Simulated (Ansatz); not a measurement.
What does this script print? It uses Ansatz 0.2.0 through its Python package.

The script, `sio2.py`:
```python
"""Effective masses of SiO2 by finite differences."""

from dataclasses import dataclass
import warnings

import ansatz
import numpy as np
from pymatgen.core import Lattice, Structure
from pymatgen.io.ase import AseAtomsAdaptor


@dataclass(frozen=True)
class Options:
    kmesh: tuple[int, ...] = (6, 6, 6)
    functional: str = "pbesol"
    smearing: str = "fixed"


opts = Options()

warnings.simplefilter("ignore", ansatz.DeckWarning)

pmg_structure = Structure(
    Lattice([[-2.37405, 2.37405, 3.744], [2.37405, -2.37405, 3.744], [2.37405, 2.37405, -3.744]]),
    ["Si", "Si", "O", "O", "O", "O"],
    [
        [0.0, 0.0, 0.0],
        [0.75, 0.25, 0.5],
        [0.99838, 0.625, 0.87338],
        [0.375, 0.24838, 0.37338],
        [0.75162, 0.125, 0.12662],
        [0.875, 0.00162, 0.62662],
    ],
)
cell = ansatz.Crystal.from_ase(AseAtomsAdaptor.get_atoms(pmg_structure))

model = (
    cell.calculation()
    .kpoints(*opts.kmesh)
    .pseudopotentials("paw")
    .functional(opts.functional)
    .occupations(opts.smearing)
)
# step 1: where the edges lie on the mesh
res = model.band_table().run()
rep = res.report
levels = np.array(rep["eigenvalues_ev"])
filled = round(rep["n_electrons"] / 2)
edges = {"top filled band": (filled - 1, levels[:, filled - 1].argmax()), "lowest empty band": (filled, levels[:, filled].argmin())}
gap = levels[:, filled].min() - levels[:, filled - 1].max()
print(f"gap on the mesh {gap:.3f} eV")
if gap <= 0.05:
    print("no gap: band-edge masses have no meaning here")
    edges = {}
reciprocal = 2 * np.pi * np.linalg.inv(res.lattice.cell_ang).T
step = 0.008  # 1/A

# second differences give the curvature tensor; masses are hbar^2/m_e = 7.61996 eV A^2 over its eigenvalues
pairs = [(0, 1), (0, 2), (1, 2)]
moves = [sign * axis for axis in np.eye(3) for sign in (-1, 1)]
moves += [s1 * np.eye(3)[i] + s2 * np.eye(3)[j] for i, j in pairs for s1 in (1, -1) for s2 in (1, -1)]
for name, (band, index) in edges.items():
    together = int(np.sum(np.abs(levels[index] - levels[index, band]) < 2e-3))
    print(name, "at k =", np.round(rep["kpoints_frac"][index], 4), f"E = {levels[index, band]:.4f} eV, degeneracy {together}")
    centre = np.array(rep["kpoints_frac"][index]) @ reciprocal
    points = [centre] + [centre + step * move for move in moves]
    table = model.band_structure(points, intervals=1, cartesian=True).run().band_structure().channels[0].eigenvalues_ev
    if together > 1:
        level = np.flatnonzero(np.abs(levels[index] - levels[index, band]) < 2e-3)
        along = (table[1, level] + table[2, level] - 2 * table[0, level]) / step ** 2
        print("  degenerate level, no single mass tensor; masses of its branches along x:", np.round(7.61996 / along, 3), "m_e")
        continue
    e = table[:, band]
    hessian = np.diag((e[1:7:2] + e[2:7:2] - 2 * e[0]) / step ** 2)
    for (i, j), (pp, pm, mp, mm) in zip(pairs, e[7:].reshape(3, 4)):
        hessian[i, j] = hessian[j, i] = (pp - pm - mp + mm) / (4 * step ** 2)
    curvatures, axes = np.linalg.eigh(hessian)
    slope = (e[2:7:2] - e[1:7:2]) / (2 * step)
    print("  slope (eV A):", np.round(slope, 3) + 0.0, "" if np.abs(slope).max() < 0.05 else "- no extremum here, so these are local curvatures and no band-edge masses")
    for curvature, axis in zip(curvatures, axes.T):
        print(f"  principal mass {7.61996 / curvature:8.3f} m_e along", np.round(axis, 2) + 0.0)
```

```console
$ python sio2.py
gap on the mesh 5.975 eV
top filled band at k = [0. 0. 0.] E = 1.0870 eV, degeneracy 2
  degenerate level, no single mass tensor; masses of its branches along x: [-6.614 -7.193] m_e
lowest empty band at k = [0. 0. 0.] E = 7.0618 eV, degeneracy 1
  slope (eV A): [0. 0. 0.]
  principal mass    0.536 m_e along [0.26 0.97 0.  ]
  principal mass    0.536 m_e along [ 0.97 -0.26  0.  ]
  principal mass    0.503 m_e along [0. 0. 1.]
```

Notes:
- Semilocal gaps usually lie well under measured ones.
- The starting cell is as deposited in a crystallographic database; the results hold for this polymorph, which needn't be the stable one.
- Levels are Kohn-Sham eigenvalues on this mesh.
- The masses are finite-difference curvatures at extrema found on a coarse mesh, which needn't be the true band edges; a step that is long against the gap makes them too heavy. At a valence maximum the curvature is negative (the hole mass is its size); mixed signs mark a saddle. Spin-orbit coupling is left out, and light masses scale with the Kohn-Sham gap.
- Timing: 22 s on 1 thread of Arm Neoverse V1, with other jobs on the host, peak memory 0.44 GiB.
